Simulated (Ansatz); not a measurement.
# WS2: a line through an energy map

The task here is to estimate one member of a computed series from the others.

The COD entry's cell or inner coordinates are ideal or old and differ from later refinements, so a difference from it is no clean test against experiment.

Method: DFT LDA, scalar-relativistic, plane waves, PAW, in Ansatz 0.2.0.

16 further runs of the same task are left out: 16 set aside as unsound or not needed. Runs told in other sessions of the task aren't counted.

## Starting point

Symmetry: P6_3/mmc, No. 194, hexagonal system. Conventional cell: a = 3.127 Å, b = 3.127 Å, c = 12.152 Å, α = 90.00°, β = 90.00°, γ = 120.00°. Around W (site symmetry -6m2) lie 6 S at 2.39 Å. S (site symmetry 3m) has 3 W at 2.39 Å in its first shell of neighbours.

As a file:

```cif
data_structure
_symmetry_space_group_name_H-M 'P6_3/mmc'
_symmetry_Int_Tables_number 194
_cell_length_a 3.1266
_cell_length_b 3.1266
_cell_length_c 12.1520
_cell_angle_alpha 90.000
_cell_angle_beta 90.000
_cell_angle_gamma 120.000
_cell_volume 102.88
loop_
_atom_site_label
_atom_site_type_symbol
_atom_site_symmetry_multiplicity
_atom_site_Wyckoff_symbol
_atom_site_fract_x
_atom_site_fract_y
_atom_site_fract_z
_atom_site_occupancy
W1 W 2 c 0.33333 0.66667 0.25000 1
S1 S 4 f 0.33333 0.66667 0.62143 1
```

This cell was relaxed beforehand with the same method: volume 17.15 Å³/atom, gap on the mesh 0.84 eV.

## What is varied

Atoms count from 1 in the order of the input.

The energy is mapped over a free internal coordinate and the cell.

First coordinate, shift of S3 along [0 0 1], its symmetry partners moved as symmetry demands (measured in the relaxed cell): 7 values from −0.250 Å. Second coordinate, volume per atom at fixed shape: 7 values from 15.78 to 18.52 Å³.

Nothing else is relaxed (all other coordinates fixed). Energies count from the relaxed crystal. Points are written as (first, second).

Set-up of the first run:

Contents of input.yaml:

```yaml
crystal:
  lattice:
    - [3.0409138215, 0.0, 0.0]
    - [-1.5204569108, 2.6335086202, 0.0]
    - [0.0, 0.0, 11.819027999]
  atoms:
    - { symbol: W, position: [0.3333333333, 0.6666666667, 0.25] }
    - { symbol: W, position: [0.6666666667, 0.3333333333, 0.75] }
    - { symbol: S, position: [0.3333333333, 0.6666666667, 0.6145775701] }
    - { symbol: S, position: [0.6666666667, 0.3333333333, 0.1145775701] }
    - { symbol: S, position: [0.3333333333, 0.6666666667, 0.8854224299] }
    - { symbol: S, position: [0.6666666667, 0.3333333333, 0.3854224299] }
basis:
  ecutwfc: 420
kpoints:
  mp_grid: { grid: [12, 12, 4] }
hamiltonian:
  xc: lda
  pseudopotentials: { kind: paw, azcp: { folder: soft_1 } }
scf:
  occupations: { method: gaussian, width: 0.05 }
output:
  forces: true
  stress: true
  eigenvalues: true
```

Run with:

```bash
$ ansatz run input.yaml --threads 2 --pin off --max-ram 4096MiB --backend cpu --events-out ev --progress --plain --runs-dir out
```

Among the steps run: Grid point (−0.083 Å, 15.78 Å³); The run at (−0.083 Å, 16.23 Å³); The run at (−0.083 Å, 17.60 Å³); Point (−0.083 Å, 18.06 Å³); Grid point (−0.083 Å, 18.52 Å³).

One of the session's tables, all rows but one given; the rest of the session is left out.

It belongs to the step «The line in numbers». 

```
volume per atom at fixed shape (Å³)  energy (meV/atom)  slope (meV/atom per Å³)  pressure (GPa)  band gap on the k-mesh (eV)  largest force on an atom (eV/Å)
                              15.78                 34                      −43             6.9                        0.638                             0.24
                              16.23                 23                       −6             0.9                        0.682                             0.74
                              16.69                 27                       26            −4.2                        0.721                             1.19
                              17.15                  ?                        ?               ?                            ?                                ?
                              17.60                 76                       77           −12.3                        0.785                             1.94
                              18.06                115                       97           −15.5                        0.810                             2.26
                              18.52                164                      114           −18.3                        0.832                             2.55
```

**Question.** Estimate the row for volume per atom at fixed shape (Å³) = 17.15.

Worked estimate for «energy (meV/atom)». A straight line through the neighbours (16.69, 27) and (17.60, 76) gives 27 + (76 − 27) × (17.15 − 16.69) / (17.60 − 16.69) = 52; a parabola fitted to 4 rows on both sides gives 46.

The run gave: energy (meV/atom): 46; slope (meV/atom per Å³): 53; pressure (GPa): −8.5; band gap on the k-mesh (eV): 0.755; largest force on an atom (eV/Å): 1.58. In «energy (meV/atom)» the line misses by +6 and the parabola by +0.

Energies count from the relaxed crystal. Rows without a step come from runs not printed here or follow by symmetry. Slopes come from the forces (and the stress, where the cell changes), not from differences of energies.

Caveats from the session: Warnings in the runs' records: pseudo functional mismatch.
